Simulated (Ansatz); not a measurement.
# C₂H₇AlOSi: a ladder of functionals and wavefunction methods

An exercise on one series of results from a longer session: the logs are not shown, and one member is left open.

Method: functionals in def2-TZVPP, the program's frozen cores in correlated methods; program: Ansatz 0.2.0, Gaussian basis.

Levels to be run: PBE-D4, r2SCAN-D4, PBE0-D4, B3LYP-D4, ωB97X-V, ωB97M-V, B2PLYP; CCSD(T)/def2-TZVPP; MP2/def2-QZVPP; extrapolation to the limit.

**Structure used throughout**

An earlier PBE0-D4 in a triple-zeta def2 set relaxation fixed the geometry.

SMILES `[CH2]1O[SiH2][CH2][AlH]1`, 12 atoms, charge 0, spin multiplicity 1.

Atoms are counted from 1 here; the program's logs count them from 0.

Bond lengths: C1–O2 1.437 Å, C1–Al5 1.985 Å, C1–H6 1.099 Å, C1–H7 1.096 Å, O2–Si3 1.659 Å, Si3–C4 1.863 Å, Si3–H8 1.484 Å, Si3–H9 1.494 Å, C4–Al5 1.959 Å, C4–H10 1.097 Å, C4–H11 1.092 Å, Al5–H12 1.587 Å. Angles: O2–C1–Al5 105.3°, O2–C1–H6 109.7°, O2–C1–H7 107.7°, Al5–C1–H6 114.1°, Al5–C1–H7 114.3°, H6–C1–H7 105.5°, C1–O2–Si3 119.0°, O2–Si3–C4 106.0°, O2–Si3–H8 105.9°, O2–Si3–H9 110.5°, C4–Si3–H8 116.3°, C4–Si3–H9 109.0°, H8–Si3–H9 109.1°, Si3–C4–Al5 99.2°, Si3–C4–H10 111.3°, Si3–C4–H11 114.3°, Al5–C4–H10 109.6°, Al5–C4–H11 114.7° and more.

The first run:

Input file in.yaml:

```yaml
crystal:
  periodic: [false, false, false]
  atoms:
    - {symbol: C, position_ang: [-0.694898, 1.496044, 0.109158]}
    - {symbol: O, position_ang: [-1.291592, 0.344314, 0.728414]}
    - {symbol: Si, position_ang: [-0.375006, -1.022720, 0.933082]}
    - {symbol: C, position_ang: [0.753142, -1.111352, -0.547446]}
    - {symbol: Al, position_ang: [0.727568, 0.775354, -1.073592]}
    - {symbol: H, position_ang: [-0.329476, 2.186159, 0.882885]}
    - {symbol: H, position_ang: [-1.487481, 2.039253, -0.417567]}
    - {symbol: H, position_ang: [-1.341073, -2.138709, 1.091108]}
    - {symbol: H, position_ang: [0.455025, -0.916858, 2.170688]}
    - {symbol: H, position_ang: [0.314463, -1.722304, -1.345469]}
    - {symbol: H, position_ang: [1.746008, -1.512314, -0.332443]}
    - {symbol: H, position_ang: [1.600320, 1.527933, -2.164916]}
basis:
  gaussian: {orbitals: def2-TZVPP}
hamiltonian: {xc: pbe, dispersion: d4}
output: {forces: true, orbitals: {seedname: orbitals}}
```

Launch:

```sh
> ansatz run in.yaml --threads 4 --pin off --events-out ev --progress --plain --max-ram 10444MiB
```

Steps of the session up to this table: PBE-D4 (GGA); r2SCAN-D4 (meta-GGA); PBE0-D4 (hybrid); B3LYP-D4 (hybrid); ωB97X-V (range-separated); ωB97M-V (range-separated); B2PLYP (double hybrid); CCSD(T) in def2-TZVPP; MP2 in def2-QZVPP.

One table of the session follows, with a row left open; its other results are not shown here.

```
            method  atomisation energy (kJ/mol)
            PBE-D4                       4333.7
         r2SCAN-D4                       4309.3
           PBE0-D4                       4282.0
          B3LYP-D4                       4281.0
           ωB97X-V                       4316.8
           ωB97M-V                       4310.8
            B2PLYP                       4238.2
     HF/def2-TZVPP                            ?
    MP2/def2-TZVPP                       4245.6
   CCSD/def2-TZVPP                       4128.1
CCSD(T)/def2-TZVPP                       4186.3
           MP2/CBS                       4358.6
       CCSD(T)/CBS                       4299.3
```

Estimate the missing values for HF/def2-TZVPP.

The run gave: atomisation energy (kJ/mol): 3169.7. In the column «atomisation energy (kJ/mol)» it is the lowest.
